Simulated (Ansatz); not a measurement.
# Hf2TiN3: the cost of one run

Method: DFT PBE, scalar-relativistic, plane waves, PAW, unless a step names another level, in Ansatz 0.2.0.

1 further run of the same task is left out (it didn't finish).

## 1. The structure to begin with

The structure is trigonal, space group P-3m1 (No. 164). The conventional cell has a = 3.164 Å, b = 3.164 Å, c = 7.674 Å, α = 90.00°, β = 90.00°, γ = 120.00°. Hf (site symmetry 3m) is surrounded by 6 N at 2.23 to 2.27 Å. Around Ti (site symmetry -3m) lie 6 N at 2.19 Å. N (site symmetry 3m) has 3 Ti at 2.19 Å and 3 Hf at 2.23 Å as nearest neighbours. N (site symmetry -3m) is surrounded by 6 Hf at 2.27 Å.

Coordinates:

```
CELL_PARAMETERS angstrom
3.16399 0.00000 0.00000
-1.58199 2.74009 0.00000
0.00000 0.00000 7.67369
ATOMIC_POSITIONS crystal
Hf 0.33333 0.66667 0.67576
Hf 0.66667 0.33333 0.32424
Ti 0.00000 0.00000 0.00000
N 0.66667 0.33333 0.84226
N 0.00000 0.00000 0.50000
N 0.33333 0.66667 0.15774
```

The cell was relaxed beforehand at this level, from a generated guess; it is a trial structure. At a tolerance of 0.05 Å it has space group P-3m1 (No. 164); it has 11.09 Å³/atom, an uncorrected energy of -1.66 eV/atom over the elements.

## 2. Electronic structure at the relaxed geometry

input.yaml

```yaml
crystal:
  lattice:
    - [3.163987793, 0.0, 0.0]
    - [-1.5819938965, 2.740093806, 0.0]
    - [0.0, 0.0, 7.6736894]
  atoms:
    - { symbol: Hf, position: [0.3333333333, 0.6666666667, 0.675757] }
    - { symbol: Hf, position: [0.6666666667, 0.3333333333, 0.324243] }
    - { symbol: Ti, position: [0.0, 0.0, 0.0] }
    - { symbol: "N", position: [0.6666666667, 0.3333333333, 0.842261] }
    - { symbol: "N", position: [0.0, 0.0, 0.5] }
    - { symbol: "N", position: [0.3333333333, 0.6666666667, 0.157739] }
basis:
  ecutwfc: 420
kpoints:
  mp_grid: { grid: [12, 12, 6] }
  band_path:
    path:
      - [[0.0, 0.0, 0.0], [0.5, 0.0, 0.0], [0.33333333, 0.33333333, 0.0], [0.0, 0.0, 0.0], [0.0, 0.0, 0.5], [0.5, 0.0, 0.5], [0.33333333, 0.33333333, 0.5], [0.0, 0.0, 0.5]]
      - [[0.5, 0.0, 0.5], [0.5, 0.0, 0.0]]
      - [[0.33333333, 0.33333333, 0.5], [0.33333333, 0.33333333, 0.0]]
    npoints: 14
hamiltonian:
  xc: pbe
scf:
  occupations: { method: gaussian, width: 0.1 }
  n_extra_bands: 15
output:
  forces: true
  stress: true
  eigenvalues: true
  populations: true
  dos: { projected: true, de: 0.02, nscf_kmesh: { grid: [15, 15, 8] } }
  bader: true
  write_density: true
  write_potential: true
  elf: true
  volumetric_format: npy
```

On the command line:

```bash
> ansatz run input.yaml --threads 4 --pin off --max-ram 8192MiB --backend cpu --events-out ev --progress --plain --runs-dir out
```

Q: Estimate wall time and peak memory on 4 threads of Arm Neoverse V1, shared host.

About 26 s, with a peak of 0.73 GiB.
